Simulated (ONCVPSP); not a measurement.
**Boron: generating and testing an ONCV potential**

Aim: build the potential from the settings below, then test how well it stands in for the atom: other configurations, scattering, ghost states and the plane-wave cutoff that it needs.

Method: ONCVPSP 4.0.1, PBE, fully relativistic.

## 1. The design

The settings as typed:

| Quantity | Value |
| --- | --- |
| element | boron (B, Z = 5) |
| type | optimised norm-conserving Vanderbilt (ONCV) |
| frozen core | [He] |
| valence charge | 3 |
| reference configuration | 2s1.5 (charge +1.5) |
| partial waves | 2s: rc 1.35 bohr, ncon 3, nbas 7, qcut 4.7 1/bohr, 1 projector; p scattering state at 0.25 Ha: rc 1.40 bohr, ncon 4, nbas 8, qcut 6.3 1/bohr, 3 projectors, debl 1.2 Ha; d scattering state at 0.04 Ha: rc 1.10 bohr, ncon 4, nbas 7, qcut 7.9 1/bohr, 2 projectors, debl 3.4 Ha |
| local potential | polynomial inside 1.10 bohr (lpopt 5, dvloc0 4 Ha) |
| core correction | Teter function, parameters optimised by the program |

An earlier all-electron run gives the scale for the radii.

All-electron outer shells of the reference configuration (PBE, scalar-relativistic, ld1.x):

```json
{"shell": "1s", "level (eV)": "-202.04", "outermost node (bohr)": "–", "outermost maximum (bohr)": "0.21"}
{"shell": "2s", "level (eV)": "-25.39", "outermost node (bohr)": "0.46", "outermost maximum (bohr)": "1.41"}
{"shell": "2p", "level (eV)": "-19.26", "outermost node (bohr)": "–", "outermost maximum (bohr)": "1.32"}
```

## 2. The generation run

The input, B.dat:

```
# ATOM AND REFERENCE CONFIGURATION
# atsym  z   nc   nv     iexc    psfile
  B 5.00    1    1        4      upf
#
#   n    l    f
    1    0    2.00
    2    0    1.50
#
# PSEUDOPOTENTIAL AND OPTIMIZATION
# lmax
    2
#
#   l,   rc,      ep,       ncon, nbas, qcut
    0    1.35    0.00    3    7    4.70
    1    1.40    0.25    4    8    6.30
    2    1.10    0.04    4    7    7.90
#
# LOCAL POTENTIAL
# lloc, lpopt,  rc(5),   dvloc0
    4    5    1.10    4.00
#
# VANDERBILT-KLEINMAN-BYLANDER PROJECTORs
# l, nproj, debl
    0    1    1.90
    1    3    1.20
    2    2    3.40
#
# MODEL CORE CHARGE
# icmod, fcfact, rcfact
    4    0.45    0.00
#
# LOG DERIVATIVE ANALYSIS
# epsh1, epsh2, depsh
   -2.00    5.00    0.02
#
# OUTPUT GRID
# rlmax, drl
    6.00    0.01
#
# TEST CONFIGURATIONS
# ncnf
    4
# nvcnf
#   n    l    f
    2
    2    0    2.00
    2    1    1.00
#
    1
    2    0    2.00
#
    1
    2    0    1.00
#
    2
    2    0    1.00
    2    1    2.00
#
```

On the command line:

```bash
$ oncvpspr.x < B.dat > B.out
```

**Question.** What will these runs give? Wanted: cutoffs for 1 and 0.1 mHa per electron, occupied waves; bound ghosts; GHOST(+) flags; largest test error; largest phase difference near zero energy, channels read; rms error of d²Exc/dn², without and with the model core; projector energies reset by the program.

**Answer**, as computed:

| quantity | value |
| --- | --- |
| cutoffs for 1 and 0.1 mHa per electron, occupied waves | 11 Ha and 62 Ha |
| bound ghosts | none found |
| GHOST(+) flags | p3/2 at 1773 eV |
| largest test error (AE − PS) | +50 meV, for 2s1 2p2 |
| largest phase difference near zero energy, channels read | 0.010 rad |
| rms error of d²Exc/dn², without and with the model core | 3.83 and 0.00 mHa |
| projector energies reset by the program | p: 0.050, 1.250, 2.450 Ha |

In words: The worst unpolarised test, 2s1 2p2, is off by 50 meV on 13.6 eV; by total energies transferability rates as fair. The potential is soft on the atom at that tolerance: the looser tolerance needs 11 Ha. The tighter tolerance needs 62 Ha, and converged work needs a cutoff nearer that. That counts occupied waves only; other projectors can need more. It is free of bound ghosts as far as tested. Near zero energy the phases of the channels with partial waves agree within 0.010 rad. The program also flags highly localised states, GHOST(+) (p3/2).
